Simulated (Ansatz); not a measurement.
# PC: what a guessed cell relaxes into, part 1 of 2

The task: take a trial cell of PC to zero force and stress.

Program: Ansatz 0.2.0. Level of theory: DFT PBE, scalar-relativistic, plane waves, PAW. These are calculated values, not measurements.

### 1 Starting point

The structure is tetragonal, space group I4/mmm (No. 139). Conventional cell: a = 3.756 Å, b = 3.756 Å, c = 4.884 Å, α = 90.00°, β = 90.00°, γ = 90.00°. P (site symmetry 4/mmm) is surrounded by 6 C at 2.44 to 2.66 Å. Around C (site symmetry 4/mmm) lie 6 P at 2.44 to 2.66 Å.

Coordinates:

```cif
data_structure
_symmetry_space_group_name_H-M 'P 1'
_symmetry_Int_Tables_number 1
_cell_length_a 3.6080
_cell_length_b 3.6080
_cell_length_c 3.6080
_cell_angle_alpha 117.268
_cell_angle_beta 117.268
_cell_angle_gamma 94.801
_cell_volume 34.45
loop_
_atom_site_label
_atom_site_type_symbol
_atom_site_fract_x
_atom_site_fract_y
_atom_site_fract_z
_atom_site_occupancy
P1 P 0.00000 0.00000 0.00000 1
C1 C 0.50000 0.50000 0.00000 1
```

Recipe of the guess: species swapped into a database cell of FeO (I4/mmm, No. 139), with P on the Fe sites and C on the O sites. The dimensions are guesses.

### 2 The guess as it stands, on a coarse mesh

The input, input.yaml:

```yaml
crystal:
  lattice:
    - [-1.87798897, 1.87798897, 2.44215677]
    - [1.87798897, -1.87798897, 2.44215677]
    - [1.87798897, 1.87798897, -2.44215677]
  atoms:
    - { symbol: P, position: [0.0, 0.0, 0.0] }
    - { symbol: C, position: [0.5, 0.5, 0.0] }
basis:
  ecutwfc: 420
kpoints:
  mp_grid: { grid: [6, 6, 6] }
hamiltonian:
  xc: pbe
scf:
  occupations: { method: gaussian, width: 0.1 }
  lower_state_search: "off"
output:
  forces: true
  stress: true
  eigenvalues: true
```

Run with:

```sh
$ ansatz run input.yaml --threads 1 --pin off --max-ram 2560MiB --backend cpu --events-out ev --progress --plain --runs-dir out
```

The program printed, shortened:

```text
[...]
SCF converged after 6 iterations
Free energy (F): -1001.285642 eV
[...]
E sigma→0 (E₀):  -1001.283135 eV
Entropy (-TS):   -0.005014 eV (-2.507 meV/atom)
Fermi energy:    4.435915 eV
[...]
--- Forces (eV/Å), atoms counted from 1 ---
  atom   1  P      0.00000000     0.00000000    -0.00000000
  atom   2  C     -0.00000000     0.00000000     0.00000000
[...]
--- Stress (GPa, compression-positive) ---
      -28.726233       0.000000       0.000000
        0.000000     -28.726233      -0.000000
        0.000000       0.000000     -32.123061
  P = ⅓ Tr σ = -29.8585 GPa (-298.585 kbar)
--- Band table (eV; the first three rows and the last of 30) ---
  k-point 0: bands = ["-8.3474", "0.5390", "3.0001", "4.2720", "4.2720", "7.7940", "7.7940", "10.0162", "12.9468"]
[...]
```

It took 0.72 s on 1 thread of Arm Neoverse V2, shared host; peak memory 0.26 GiB.

From the probe: pressure -29.9 GPa, largest force 0.00 eV/Å, gap on this mesh none (metal). A guess like this is first relaxed loosely on the coarse mesh.

### 3 Spin check on a coarse mesh

input.yaml: that of step 2 with these lines changed.

```diff
@@ -7,3 +7,3 @@
     - { symbol: P, position: [0.0, 0.0, 0.0] }
-    - { symbol: C, position: [0.5, 0.5, 0.0] }
+    - { symbol: C, position: [0.5, 0.5, 0.0], spin: 1.0 }
 basis:
@@ -21 +21,4 @@
   eigenvalues: true
+  populations: true
+magnetization:
+  spin_polarized: true
```

Run with:

```sh
$ ansatz run input.yaml --threads 1 --pin off --max-ram 2560MiB --backend cpu --events-out ev --progress --plain --runs-dir out
```

The program printed, shortened:

```text
[...]
SCF converged after 20 iterations
Magnetization: -0.0000 μB (4.5000 up, 4.5000 down)
Absolute magnetization: 0.0000 μB (∫|ρ↑−ρ↓|, with the PAW one-centre terms)
Spin contamination: 0.0000 ħ² per cell (⟨S²⟩ above its minimum at these occupations)
Per-site moments (μB) at R_I (Å): [(1.7536424228011902e-7, 1.007389667625), (-2.4378939510979693e-7, 1.007389667625)]
Free energy (F): -1001.285642 eV
[...]
E sigma→0 (E₀):  -1001.283135 eV
Entropy (-TS):   -0.005014 eV (-2.507 meV/atom)
Fermi energy:    4.435923 eV
[...]
--- Forces (eV/Å), atoms counted from 1 ---
  atom   1  P      0.00000000     0.00000000     0.00000000
  atom   2  C     -0.00000000     0.00000000     0.00000000
[...]
--- Stress (GPa, compression-positive) ---
      -28.726209      -0.000000       0.000000
       -0.000000     -28.726209       0.000000
        0.000000       0.000000     -32.123031
  P = ⅓ Tr σ = -29.8585 GPa (-298.585 kbar)
--- Band table (eV; the first three rows and the last of 60) ---
  k-point 0 ↑: bands = ["-8.3473", "0.5390", "3.0001", "4.2720", "4.2720", "7.7940", "7.7940", "10.0162", "12.9468"]
[...]
--- Löwdin populations: 2 sites ---
  site symbol       q [e]    m [muB]
     0      P      4.5092     0.0000
     1      C      4.4397    -0.0000
  spilling = 0.005668 (of n_electrons = 9.000000)
```

Wall time 2.6 s (1 thread of Arm Neoverse V2, shared host); peak memory 0.26 GiB.

Per atom:

```
atom  Löwdin electrons
  P1              4.51
  C2              4.44
```

The same cell is solved with trial moments on C. The largest site moment that stays is 0.00 μB and the cell's total 0.00 μB. The workflow keeps spin only above 0.25 μB on a site, so the next run goes without spin.

### 4 Coarse relaxation

input.yaml: that of step 3 with these lines changed.

```diff
@@ -7,3 +7,3 @@
     - { symbol: P, position: [0.0, 0.0, 0.0] }
-    - { symbol: C, position: [0.5, 0.5, 0.0], spin: 1.0 }
+    - { symbol: C, position: [0.5, 0.5, 0.0] }
 basis:
@@ -21,4 +21,6 @@
   eigenvalues: true
-  populations: true
-magnetization:
-  spin_polarized: true
+relax:
+  adjacent_minimum: "off"
+  f_tol: 0.04
+  max_steps: 70
+  cell: { stress_tol: 0.4 }
```

Run with:

```sh
$ ansatz run input.yaml --threads 1 --pin off --max-ram 2560MiB --backend cpu --events-out ev --progress --plain --runs-dir out
```

The program printed:

```text
Warning: RAYON_NUM_THREADS=1 ignored (pool sized by the plan → 1); use --threads N
Engine: ansatz 0.2.0, aarch64-unknown-linux-gnu
Pseudopotentials: kind: paw
Pseudopotential: P, paw, valence charge 5, recommended cutoff 420 eV (normal), P.paw.azcp
Pseudopotential: C, paw, valence charge 4, recommended cutoff 420 eV (normal), C.paw.azcp
Functional definition: PBE
  parameter kappa = 0.804
  parameter beta = 0.06672455060314922
  exchange = pbe_x(kappa = kappa, mu = beta*pi^2/3)
  correlation = pbe_c(beta = beta)
Crystal: 2 atoms, lattice volume = 34.452 Å³
Basis set: ecut = 420 eV, 653 PW (Γ), exchange–correlation on 50×50×50 points (8 copies of the dense FFT grid, shifted against one another)
Bands: 9, of which v1, the nominal top of the filled ones, is band 5 counted from 1 (4 counted from 0)
Symmetry: 16 space group operations
Space group: I4/mmm (ITA 139), of the structure as read, at distance tolerance 3.3e-5 Å
k-points: 30 of 216
Non-local potential: P, projectors of the file, l = 0: 2, l = 1: 2, l = 2: 2
Non-local potential: C, projectors of the file, l = 0: 2, l = 1: 2, l = 2: 1
PAW form: soft (Blöchl's): semilocal exchange-correlation on the pseudo side does not see the compensation charge
PAW one-centre angular grid: P, 110 points (default); XC on 64 Gauss nodes
PAW one-centre angular grid: C, 110 points (default); XC on 64 Gauss nodes
Initial density: superposition of atomic densities (neutral atoms: chi_scale 0, normalization atom), corrected by the library's trained network
Initial wavefunctions: pseudopotential atomic-orbital guess
Functional: x = pbe(κ = 0.804, μ = 0.2195149727645171), c = pbe(β = 0.06672455060314922)
SCF iter   1: F=—  HF=-1001.286624 eV  |F-HF|=—  |Δ(HF+E_count)|=         —  Δρ=3.27e-3  dr2=4.36e-3  ethr=1.77e-3  ⟨swp⟩=6.2  Hψ=1993  notcnv=0
preconditioner: auto → none  [insulator: Δε(μ)=0.156 eV  Ē_g=9.347 eV  σ=0.100 eV  W_gap=0.53  n_scr=8 (ndim 8)  ℏωp=19.0 eV  f_vac=0.000  D(μ)=1.05/eV (n_scr^D=8)  ε∞_Penn≈5.1]
SCF iter   2: F=—  HF=-1001.285716 eV  |F-HF|=—  |Δ(HF+E_count)|=   9.08e-4  Δρ=1.47e-3  dr2=1.05e-3  ethr=4.85e-5  ⟨swp⟩=2.1  Hψ=607  notcnv=0
SCF iter   3: F=—  HF=-1001.285640 eV  |F-HF|=—  |Δ(HF+E_count)|=   7.58e-5  Δρ=1.53e-4  dr2=5.94e-6  ethr=1.17e-5  ⟨swp⟩=1.5  Hψ=302  notcnv=0
SCF iter   4: F=—  HF=-1001.285642 eV  |F-HF|=—  |Δ(HF+E_count)|=   1.21e-6  Δρ=4.92e-5  dr2=3.57e-7  ethr=6.61e-8  ⟨swp⟩=2.4  Hψ=413  notcnv=0
iter 5 did not close the SCF: its close was put off for the readings that it lacked (scf_convergence_deferred on its scf_iter line)
SCF iter   5: F=-1001.285642 eV  HF=-1001.285642 eV  |F-HF|=9.30e-9  |Δ(HF+E_count)|=   7.43e-7  Δρ=5.94e-6  dr2=1.74e-8  ethr=3.97e-9  ⟨swp⟩=2.0  Hψ=397  notcnv=0
SCF iter   6: F=-1001.285642 eV  HF=-1001.285642 eV  |F-HF|=1.46e-10  |Δ(HF+E_count)|=   2.19e-9  Δρ=1.05e-6  dr2=3.37e-10  ethr=1.93e-10  ⟨swp⟩=4.7  Hψ=1438  notcnv=0
SCF 1 converged in 6 iterations: F = -1001.285642 eV  dr2 = 3.37e-10
relax step   1: F+E_penalty+E_count = -1001.28564237 eV  Δ(F+E_penalty+E_count) = +0.000e0 eV  max|allowed force component| = 1.972e-31 eV/Å  Δτ_max = 0.0000 Å  P = -29.859 GPa  Ω = 34.452 Å³  (6 SCF iters, dr2 threshold 1.00e-7 eV, accepted)
Crystal: 2 atoms, lattice volume = 29.713 Å³
Basis set: ecut = 420 eV, 583 PW (Γ), exchange–correlation on 50×50×50 points (8 copies of the dense FFT grid, shifted against one another)
Initial density: handed on by an earlier stage of this run
Initial wavefunctions: those handed on with the density
iter 1 solved again at ethr=1.45e-3 eV; its pass at ethr=3.10e-3 eV (dr2=1.31e-1 eV) is discarded
SCF iter   1: F=—  HF=-1002.234606 eV  |F-HF|=—  |Δ(HF+E_count)|=         —  Δρ=1.66e-2  dr2=1.32e-1  ethr=1.45e-3  ⟨swp⟩=1.0  Hψ=2504  notcnv=0
preconditioner: auto → none  [metal: Δε(μ)=0.077 eV  Ē_g=10.210 eV  σ=0.100 eV  W_gap=0.41  n_scr=8 (ndim 8)  ℏωp=20.4 eV  f_vac=0.000  D(μ)=1.39/eV (n_scr^D=14)]
SCF iter   2: F=—  HF=-1002.216944 eV  |F-HF|=—  |Δ(HF+E_count)|=   1.77e-2  Δρ=7.79e-3  dr2=2.96e-2  ethr=1.45e-3  ⟨swp⟩=1.5  Hψ=291  notcnv=0
SCF iter   3: F=—  HF=-1002.211570 eV  |F-HF|=—  |Δ(HF+E_count)|=   5.37e-3  Δρ=5.64e-4  dr2=6.47e-5  ethr=3.29e-4  ⟨swp⟩=1.8  Hψ=310  notcnv=0
SCF iter   4: F=—  HF=-1002.211601 eV  |F-HF|=—  |Δ(HF+E_count)|=   3.14e-5  Δρ=6.60e-5  dr2=6.38e-7  ethr=7.19e-7  ⟨swp⟩=2.6  Hψ=450  notcnv=0
iter 5 did not close the SCF: its close was put off for the readings that it lacked (scf_convergence_deferred on its scf_iter line)
SCF iter   5: F=-1002.211602 eV  HF=-1002.211602 eV  |F-HF|=4.13e-8  |Δ(HF+E_count)|=   1.09e-6  Δρ=1.37e-5  dr2=2.64e-8  ethr=7.09e-9  ⟨swp⟩=2.1  Hψ=412  notcnv=0
SCF iter   6: F=-1002.211602 eV  HF=-1002.211602 eV  |F-HF|=4.97e-11  |Δ(HF+E_count)|=   4.83e-8  Δρ=1.09e-6  dr2=4.17e-10  ethr=2.93e-10  ⟨swp⟩=4.1  Hψ=1382  notcnv=0
SCF 2 converged in 6 iterations: F = -1002.211602 eV  dr2 = 4.17e-10
relax step   2: F+E_penalty+E_count = -1002.21160217 eV  Δ(F+E_penalty+E_count) = -9.260e-1 eV  max|allowed force component| = 1.183e-30 eV/Å  Δτ_max = 0.0000 Å  P = -32.368 GPa  Ω = 29.713 Å³  energy of the carried Pulay correction = +4.346e-3 eV  (6 SCF iters, dr2 threshold 2.00e-7 eV, accepted)
Crystal: 2 atoms, lattice volume = 25.421 Å³
Basis set: ecut = 420 eV, 519 PW (Γ), exchange–correlation on 50×50×50 points (8 copies of the dense FFT grid, shifted against one another)
iter 1 solved again at ethr=1.64e-3 eV; its pass at ethr=3.10e-3 eV (dr2=1.48e-1 eV) is discarded
SCF iter   1: F=—  HF=-1003.122825 eV  |F-HF|=—  |Δ(HF+E_count)|=         —  Δρ=2.00e-2  dr2=1.48e-1  ethr=1.64e-3  ⟨swp⟩=1.0  Hψ=2520  notcnv=0
preconditioner: auto → none  [metal: Δε(μ)=0.084 eV  Ē_g=11.314 eV  σ=0.100 eV  W_gap=0.42  n_scr=0 (ndim 8)  ℏωp=22.1 eV  f_vac=0.000  D(μ)=0.95/eV (n_scr^D=8)]
SCF iter   2: F=—  HF=-1003.098648 eV  |F-HF|=—  |Δ(HF+E_count)|=   2.42e-2  Δρ=9.02e-3  dr2=3.08e-2  ethr=1.64e-3  ⟨swp⟩=1.7  Hψ=308  notcnv=0
SCF iter   3: F=—  HF=-1003.092463 eV  |F-HF|=—  |Δ(HF+E_count)|=   6.19e-3  Δρ=5.44e-4  dr2=3.05e-5  ethr=3.42e-4  ⟨swp⟩=2.1  Hψ=337  notcnv=0
SCF iter   4: F=—  HF=-1003.092510 eV  |F-HF|=—  |Δ(HF+E_count)|=   4.70e-5  Δρ=6.49e-5  dr2=1.03e-6  ethr=3.39e-7  ⟨swp⟩=2.0  Hψ=406  notcnv=0
iter 5 did not close the SCF: its close was put off for the readings that it lacked (scf_convergence_deferred on its scf_iter line)
SCF iter   5: F=-1003.092510 eV  HF=-1003.092510 eV  |F-HF|=3.21e-8  |Δ(HF+E_count)|=   3.81e-7  Δρ=1.09e-5  dr2=1.30e-8  ethr=1.14e-8  ⟨swp⟩=2.6  Hψ=409  notcnv=0
SCF iter   6: F=-1003.092510 eV  HF=-1003.092510 eV  |F-HF|=2.19e-10  |Δ(HF+E_count)|=   3.47e-8  Δρ=9.24e-7  dr2=1.59e-10  ethr=1.44e-10  ⟨swp⟩=3.5  Hψ=1387  notcnv=0
SCF 3 converged in 6 iterations: F = -1003.092510 eV  dr2 = 1.59e-10
relax step   3: F+E_penalty+E_count = -1003.09251049 eV  Δ(F+E_penalty+E_count) = -8.809e-1 eV  max|allowed force component| = 1.233e-30 eV/Å  Δτ_max = 0.0000 Å  P = -32.199 GPa  Ω = 25.421 Å³  energy of the carried Pulay correction = +8.881e-3 eV  (6 SCF iters, dr2 threshold 2.00e-7 eV, accepted)
[... 12 lines left out ...]
relax step   4: F+E_penalty+E_count = -1003.79178319 eV  Δ(F+E_penalty+E_count) = -6.993e-1 eV  max|allowed force component| = 3.328e-31 eV/Å  Δτ_max = 0.0000 Å  P = -25.650 GPa  Ω = 21.674 Å³  energy of the carried Pulay correction = +1.340e-2 eV  (6 SCF iters, dr2 threshold 2.00e-7 eV, accepted)
[... 12 lines left out ...]
relax step   5: F+E_penalty+E_count = -1004.16209894 eV  Δ(F+E_penalty+E_count) = -3.703e-1 eV  max|allowed force component| = 1.035e-30 eV/Å  Δτ_max = 0.0000 Å  P = -11.016 GPa  Ω = 19.084 Å³  energy of the carried Pulay correction = +1.686e-2 eV  (6 SCF iters, dr2 threshold 2.00e-7 eV, accepted)
[... 12 lines left out ...]
relax step   6: F+E_penalty+E_count = -1004.21380947 eV  Δ(F+E_penalty+E_count) = -5.171e-2 eV  max|allowed force component| = 1.183e-30 eV/Å  Δτ_max = 0.0000 Å  P = -0.261 GPa  Ω = 18.038 Å³  energy of the carried Pulay correction = +1.834e-2 eV  (6 SCF iters, dr2 threshold 2.00e-7 eV, accepted)
[... 17 lines left out ...]
relax step   7: F+E_penalty+E_count = -1004.21055518 eV  Δ(F+E_penalty+E_count) = +3.254e-3 eV  max|allowed force component| = 5.177e-31 eV/Å  Δτ_max = 0.0000 Å  P = -0.489 GPa  Ω = 18.038 Å³  stress off target by 5.85e-1 GPa  SCF on the basis re-selected at this cell (its energy is not comparable with the rows above)  (8 SCF iters)
[... 14 lines left out ...]
relax step   8: F+E_penalty+E_count = -1004.21069116 eV  Δ(F+E_penalty+E_count) = -1.360e-4 eV  max|allowed force component| = 2.761e-30 eV/Å  Δτ_max = 0.0000 Å  P = +0.007 GPa  Ω = 17.998 Å³  energy of the carried Pulay correction = +6.434e-5 eV  (6 SCF iters, dr2 threshold 2.00e-7 eV, accepted)
iter 1 solved again at ethr=1.09e-7 eV; its pass at ethr=3.10e-3 eV (dr2=9.78e-6 eV) is discarded
SCF iter   1: F=—  HF=-1004.210639 eV  |F-HF|=—  |Δ(HF+E_count)|=         —  Δρ=8.93e-6  dr2=1.96e-9  ethr=1.09e-7  ⟨swp⟩=3.3  Hψ=2804  notcnv=0
eigensolver tolerance schedule: the retry pair's looser diagonalisation over-reported the residual by 4974.98 of it (diagonalisation noise at 0.21 of the residual, at the tolerance the schedule requests for it); recorded, not acted on — ethr = c·dr2/N_el stays at c = 1.0e-1
SCF iter   2: F=—  HF=-1004.210639 eV  |F-HF|=—  |Δ(HF+E_count)|=   1.15e-7  Δρ=4.51e-6  dr2=3.96e-10  ethr=2.18e-11  ⟨swp⟩=2.1  Hψ=404  notcnv=0
iter 3 did not close the SCF: its close was put off for the readings that it lacked (scf_convergence_deferred on its scf_iter line)
SCF iter   3: F=-1004.210639 eV  HF=-1004.210639 eV  |F-HF|=1.76e-11  |Δ(HF+E_count)|=   1.98e-9  Δρ=3.97e-7  dr2=3.03e-12  ethr=4.39e-12  ⟨swp⟩=2.2  Hψ=394  notcnv=0
iter 4 did not close the SCF: its close was put off for the readings that it lacked (scf_convergence_deferred on its scf_iter line)
SCF iter   4: F=-1004.210639 eV  HF=-1004.210639 eV  |F-HF|=3.41e-13  |Δ(HF+E_count)|=  1.77e-11  Δρ=3.47e-8  dr2=4.98e-14  ethr=1.00e-12  ⟨swp⟩=1.0  Hψ=270  notcnv=0
iter 5 did not close the SCF: its close was put off for the readings that it lacked (scf_convergence_deferred on its scf_iter line)
SCF iter   5: F=-1004.210639 eV  HF=-1004.210639 eV  |F-HF|=2.27e-13  |Δ(HF+E_count)|=  2.27e-13  Δρ=2.72e-9  dr2=9.39e-16  ethr=1.00e-12  ⟨swp⟩=1.0  Hψ=270  notcnv=0
iter 6 did not close the SCF: its close was put off for the readings that it lacked (scf_convergence_deferred on its scf_iter line)
SCF iter   6: F=-1004.210639 eV  HF=-1004.210639 eV  |F-HF|=6.82e-13  |Δ(HF+E_count)|=    0.00e0  Δρ=5.54e-10  dr2=4.18e-17  ethr=1.00e-12  ⟨swp⟩=1.0  Hψ=270  notcnv=0
SCF iter   7: F=-1004.210639 eV  HF=-1004.210639 eV  |F-HF|=2.27e-13  |Δ(HF+E_count)|=  4.55e-13  Δρ=6.37e-11  dr2=5.86e-19  ethr=1.00e-12  ⟨swp⟩=1.0  Hψ=660  notcnv=0
SCF 9 converged in 7 iterations: F = -1004.210639 eV  dr2 = 5.86e-19
relax step   9: F+E_penalty+E_count = -1004.21063934 eV  Δ(F+E_penalty+E_count) = +5.182e-5 eV  max|allowed force component| = 1.972e-30 eV/Å  Δτ_max = 0.0000 Å  P = +0.002 GPa  Ω = 17.998 Å³  stress off target by 1.43e-1 GPa  SCF on the basis re-selected at this cell (its energy is not comparable with the rows above)  (7 SCF iters)
basis re-selected at this cell: Δ(F+E_penalty+E_count) = +5.182e-5 eV, ΔP = -0.005 GPa vs the last step (what re-selecting the basis moved, of the pressure what is left beyond the Pulay correction that the steps carried, after the strain that the cell walked since its last selection, with what the two solves' SCF thresholds leave and, on support functions, any second-order correction that the steps lacked; it is no measure of the basis error at this ecutwfc). This SCF's stress stands 1.43e-1 GPa from its target on what of the cell is left free (relax.cell.stress_tol is 4.00e-1 GPa) and its largest allowed force component is 1.97e-30 eV/Å (relax.f_tol is 4.00e-2 eV/Å): within both
SCF converged after 7 iterations
Free energy (F): -1004.210639 eV
Harris-Foulkes:  -1004.210639 eV  (|F-HF|=2.27e-13)
Internal energy: -1004.207444 eV  (E = F + TS)
E sigma→0 (E₀):  -1004.209042 eV
Entropy (-TS):   -0.003196 eV (-1.598 meV/atom)
Fermi energy:    13.875231 eV
--- Per-component energies (eV) ---
  E_band       = 55.188692
  E_kinetic    = 161.574357
  E_local      = -61.315425  (includes V_loc(G=0)·N_el)
  E_nonlocal   = 59.323955
  E_hartree    = 15.632279
  E_xc         = -111.059728
  E_vxc        = -122.573851  (∫ρ·V_xc dr)
  E_paw        = -667.583874  (= ΣΔE_a)
  E_vpaw       = -13.084914  (= ΣTr[D̂ρ^β])
  E_aug_tail   = 0.000011  (compensation charges beyond the density's cutoff)
  E_ewald      = -400.779018
  E_smearing   = -0.003196  (= −TS)
  E_closure    = 0.000000  (closes the sum)
  Σ components = -1004.210639   (vs F -1004.210639, Δ=0.00e0)
--- Forces (eV/Å), atoms counted from 1 ---
  atom   1  P     -0.00000000    -0.00000000    -0.00000000
  atom   2  C     -0.00000000     0.00000000     0.00000000
  max |Σ_I F_I| component: 2.37e-30 eV/Å
--- Stress (GPa, compression-positive) ---
       -0.068471      -0.000000       0.000000
       -0.000000      -0.068471       0.000000
        0.000000       0.000000       0.142656
  P = ⅓ Tr σ = 0.0019 GPa (0.019 kbar)
--- Band table (eV; the first three rows and the last of 30) ---
  k-point 0: bands = ["-5.5007", "12.2283", "12.2606", "12.2606", "16.4678", "21.7075", "21.7075", "21.7818", "21.7976"]
  k-point 1: bands = ["-4.6479", "10.4127", "10.7817", "10.8133", "15.4965", "19.3226", "19.4803", "21.9858", "22.0524"]
  k-point 2: bands = ["-2.1360", "7.5271", "8.8902", "8.9211", "9.5692", "17.0138", "23.3820", "23.4499", "23.4982"]
  k-point 29: bands = ["1.0767", "3.3384", "8.1782", "8.1782", "8.3291", "16.1301", "24.3554", "24.3554", "25.9138"]
--- Relaxed structure (7 steps of the walk, 7 accepted, 2 SCFs on fresh bases) ---
  F+E_penalty+E_count = -1004.21063934 eV   max|allowed force component| = 1.972e-30 eV/Å   (the final SCF, on the basis selected at the relaxed cell)
  cell:  # Å, volume = 17.9982 Å³
    - [-1.4715153772700404, 1.4715153772700407, 2.0779701162203987]
    - [1.4715153772700404, -1.4715153772700407, 2.0779701162203987]
    - [1.4715153772700404, 1.4715153772700407, -2.0779701162203987]
  atoms:
    - { symbol: P, position: [-1.605731950755624e-35, 2.3701336037412137e-36, 1.842745311129743e-35] }
    - { symbol: C, position: [0.49999999999999994, 0.49999999999999994, -1.4728252281397026e-35] }
```

It took 6.2 s on 1 thread of Arm Neoverse V2, shared host; peak memory 0.27 GiB.

The steps of the relaxation:

```csv
step,E - E(step 1) (eV/cell),largest force component (eV/Å),pressure (GPa),volume (Å³)
1,0.0000,0.0000,-29.86,34.45
2,-0.9260,0.0000,-32.37,29.71
3,-1.8069,0.0000,-32.20,25.42
4,-2.5061,0.0000,-25.65,21.67
5,-2.8765,0.0000,-11.02,19.08
6,-2.9282,0.0000,-0.26,18.04
7,-2.9249,0.0000,-0.49,18.04
8,-2.9250,0.0000,0.01,18.00
9,-2.9250,0.0000,0.00,18.00
```

Step 1 is the start. Steps 7, 9 each repeat the geometry before them on a plane-wave basis chosen anew, so the energy can jump there without any move.

Lengths and angles in the start's conventional setting:

|  | before | after | change |
| --- | --- | --- | --- |
| a (Å) | 3.756 | 2.943 | -21.6 % |
| b (Å) | 3.756 | 2.943 | -21.6 % |
| c (Å) | 4.884 | 4.156 | -14.9 % |
| volume (Å³/atom) | 17.23 | 9.00 | -47.8 % |
| shortest distance (Å) | 2.442 | 2.078 | -14.9 % |
| space group (0.01 Å) | I4/mmm | Fm-3m | changed |

Forces and stress were held to the start's 16 operations: a distortion of lower symmetry was not tested.

(Continued in part 2 of 2.)
